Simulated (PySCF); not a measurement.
# C6H6BrGa: the cost of one run

Programs: PySCF 2.14.0, with routines of our own; each step states its level. All values are computed. Atoms count from 0.

## 1. The system as given

14 atoms, charge 0, multiplicity 1; geometry from: GFN2-xTB.

## 2. Magnetic properties: GIAO PBE/pcSseg-1

What the job is given:

```
{"job": {"kind": "mag", "xc": "PBE", "basis": "pcSseg-1", "isotopologues": 2}, "charge": 0, "multiplicity": 1}
Ga     2.683885    -0.015775     0.084049
C      0.688336    -0.347510     0.001089
C     -0.235588    -1.388697    -0.089686
C     -1.599127    -1.137643    -0.118866
C     -2.080800     0.159436    -0.058571
C     -1.200797     1.229568     0.030965
C      0.140718     0.931582     0.057721
Br     1.508255     2.332078     0.181079
H      3.520874     0.082685    -1.225394
H      3.435713    -0.071975     1.446641
H      0.127350    -2.408295    -0.136854
H     -2.293769    -1.961784    -0.189933
H     -3.143304     0.347774    -0.082620
H     -1.552424     2.248084     0.078213
```

Level: GIAO PBE/pcSseg-1 magnetisability, rotational g tensor and spin-rotation constants, non-relativistic, gas phase.

Launch:

```
> OMP_NUM_THREADS=1 python excited_run.py task.json out
```

One launch serves the whole session: the jobs run in the order shown.

Q: Estimate the wall time and peak memory of this first job on 1 thread of Arm Neoverse V2, shared host.

About 53 s, with a peak of 0.95 GiB.
